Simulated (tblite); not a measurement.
# Al2H3O6: the cost of one run

Computed with tblite 0.8.0 and PySCF 2.14.0; each step states its level. No surroundings beyond the atoms listed, unless a continuum is named. Atoms count from 0, parts from 1.

## Step 1: Starting point

11 atoms, charge 0, multiplicity 2; geometry: distance geometry start.

## Step 2: Relaxing the cluster with GFN2-xTB

The job: settings as JSON, then the geometry in Å.

```
{"job": {"kind": "relax", "xc": "GFN2-xTB", "basis": "xTB"}, "charge": 0, "multiplicity": 2}
O     -1.950598     0.268855     0.802470
Al    -0.131474     0.476772     1.152108
O      0.632347     2.117129     0.565940
O      0.938263    -1.021637     0.897379
Al     1.037142    -2.037363    -0.665993
O      1.622747    -1.148577    -2.185987
O     -0.375273    -3.267845    -0.928494
O     -1.644333    -3.015880    -0.764408
H     -2.357925     0.288294    -0.095431
H      0.408904     2.560539    -0.242269
H      1.744308    -0.202962    -2.259458
```

With the program's defaults for keys left out, this is: GFN2-xTB geometry optimisation, gas phase.

Started as:

```console
> OMP_NUM_THREADS=1 python cluster_run.py task.json out
```

The driver reads the jobs from task.json and runs them one after another.

**Question.** How long does this first job take on 1 thread of Arm Neoverse V1, shared host?

About 1.9 s.
